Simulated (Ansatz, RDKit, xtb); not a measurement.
**C7H5NS: ranking a sample of isomers**

A sample of isomers of C7H5NS is drawn. Aim: find which of them has the lowest free energy at 298.15 K, then its properties. The sample is small against all isomers, and the most stable one of this formula need not be in it.

Plan: many cheap relaxations first (GFN2-xTB), then density-functional screening, relaxation at B3LYP/def2-SVP, vibrations (at GFN2-xTB) and a final energy. The numbers are computed, not measured.

### Step 1. Possible bonding patterns

Isomers were taken from a list of plausible structures; this is a sample, not all of them. That gives 5 candidates.

| label | SMILES | spin |
| --- | --- | --- |
| c176 | C#Cc1ccc(S)cn1 | singlet |
| c454 | C#Cc1cncc(S)c1 | singlet |
| c509 | C#Cc1cnccc1S | singlet |
| c536 | C#Cc1ccncc1S | singlet |
| c904 | C#Cc1ncccc1S | singlet |

Candidates are built by distance geometry, with a force field where one applies, in up to four conformers (letters a to d).

**Question.** With final energies at CCSD(T)/def2-SVP + MP2/def2-TZVPP - MP2/def2-SVP, which structure will this search put lowest in free energy, and by what margin?

| quantity | value |
| --- | --- |
| lowest structure found | C#Cc1cnccc1S, singlet |
| next finalist | C#Cc1ccncc1S, singlet, 1.7 kcal/mol higher in G |
| share at equilibrium, among the finalists | 91.7 % |

`C#Cc1cnccc1S` comes out lowest. The margin, 1.7 kcal/mol, is modest. GFN2-xTB, HF/STO-3G, r2SCAN-D4/def2-SVP, B3LYP/def2-SVP, HF/def2-SVP and MP2/def2-SVP already put its bonding pattern lowest among the structures in one piece. Lowest found is not proven lowest: the search is finite, and each finalist counts with one conformer. Only 5 drawn patterns were tried, so whole families of isomers are missing, and the result ranks this sample alone. The lowest isomer need not be the one that is made and kept in a bottle, which depends on barriers.
